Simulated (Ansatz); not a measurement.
# BH6NSSi: the cost of one run

Program: Ansatz 0.2.0. Level of theory: RKS BHLYP-D4/6-31G*. These are calculated values, not measurements.

### Step 1. The system as given

Bond lengths: Si1–N2 1.736 Å, N2–B3 1.497 Å, B3–S4 1.979 Å, Si1–H5 1.508 Å, Si1–H6 1.527 Å, Si1–H7 1.476 Å, N2–H8 1.051 Å, B3–H9 1.235 Å, S4–H10 1.416 Å. Angles: Si1–N2–B3 107.7°, Si1–N2–H8 106.6°, B3–N2–H8 106.0°, N2–Si1–H5 110.8°, N2–Si1–H6 111.0°, N2–Si1–H7 113.0°, H5–Si1–H6 105.9°, H5–Si1–H7 108.3°, H6–Si1–H7 107.5°, N2–B3–S4 122.2°, N2–B3–H9 121.5°, S4–B3–H9 115.5°, B3–S4–H10 88.3°.

As a file:

```xyz
10

Si   -1.0860    0.2207   -0.7392
N    -0.4674   -1.0106    0.3169
B     0.6511   -0.4098    1.1107
S     2.4047    0.0224    0.3009
H    -2.2688   -0.2902   -1.5231
H    -1.5970    1.4189    0.0579
H    -0.0781    0.7211   -1.6951
H    -0.0264   -1.7394   -0.2984
H     0.6010   -0.3369    2.3430
H     1.9501    1.3526    0.1293
```

### Step 2. Relaxing end A

input.yaml

```yaml
crystal:
  periodic: [false, false, false]
  atoms:
    - { symbol: Si, position_ang: [-1.086, 0.2207, -0.7392] }
    - { symbol: "N", position_ang: [-0.4674, -1.0106, 0.3169] }
    - { symbol: B, position_ang: [0.6511, -0.4098, 1.1107] }
    - { symbol: S, position_ang: [2.4047, 0.0224, 0.3009] }
    - { symbol: H, position_ang: [-2.2688, -0.2902, -1.5231] }
    - { symbol: H, position_ang: [-1.597, 1.4189, 0.0579] }
    - { symbol: H, position_ang: [-0.0781, 0.7211, -1.6951] }
    - { symbol: H, position_ang: [-0.0264, -1.7394, -0.2984] }
    - { symbol: H, position_ang: [0.601, -0.3369, 2.343] }
    - { symbol: H, position_ang: [1.9501, 1.3526, 0.1293] }
basis:
  gaussian: { orbitals: "6-31G*" }
hamiltonian:
  xc: { name: BHLYP }
  dispersion: d4
relax:
  f_tol: 0.015
  max_steps: 40
```

The run is started by

```bash
> ansatz run input.yaml --threads 1 --pin off --max-ram 2048MiB --backend cpu --events-out ev --progress --plain --runs-dir out
```

What time and memory should one allow on 1 thread of AMD EPYC 9R14 (Zen 4), shared host?

About 77 s, with a peak of 0.17 GiB.
